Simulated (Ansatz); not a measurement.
# MnPt: the cost of one run

Computed with Ansatz 0.2.0 (DFT r2SCAN, scalar-relativistic, plane waves, PAW, unless a step's input says otherwise).

## 1. The starting structure

It takes space group P4/mmm (No. 123, tetragonal). Conventional cell: a = 2.830 Å, b = 2.830 Å, c = 3.660 Å, α = 90.00°, β = 90.00°, γ = 90.00°. Mn (site symmetry 4/mmm) has 8 Pt at 2.71 Å and 4 Mn at 2.83 Å as nearest neighbours. Around Pt (site symmetry 4/mmm) lie 8 Mn at 2.71 Å and 4 Pt at 2.83 Å.

As a file:

```
Mn Pt
1.0
     2.83000    0.00000    0.00000
     0.00000    2.83000    0.00000
     0.00000    0.00000    3.66000
Mn Pt
1 1
Cartesian
  0.0000 0.0000 0.0000
  1.4150 1.4150 1.8300
```

The structure comes from the Crystallography Open Database.

## 2. Ground state at the listed geometry

The input, input.yaml:

```yaml
crystal:
  lattice:
    - [2.83, 0.0, 0.0]
    - [0.0, 2.83, 0.0]
    - [0.0, 0.0, 3.66]
  atoms:
    - { symbol: Mn, position: [0.0, 0.0, 0.0], spin: 4.0 }
    - { symbol: Pt, position: [0.5, 0.5, 0.5] }
magnetization:
  spin_polarized: true
basis:
  ecutwfc: 500
  fft_grid_basis: typed
kpoints:
  mp_grid: { grid: [12, 12, 10] }
hamiltonian:
  xc: r2scan
scf:
  occupations: { method: gaussian, width: 0.05 }
output:
  forces: true
  stress: true
  eigenvalues: true
  bader: true
  write_density: true
  volumetric_format: npy
  populations: true
  elf: true
```

Run with:

```sh
$ ansatz run input.yaml --threads 2 --pin off --max-ram 5120MiB --backend cpu --events-out ev --progress --plain --runs-dir out
```

Q: Estimate wall time and peak memory on 2 threads of Arm Neoverse N1, shared host.

About 51 s, with a peak of 0.58 GiB.
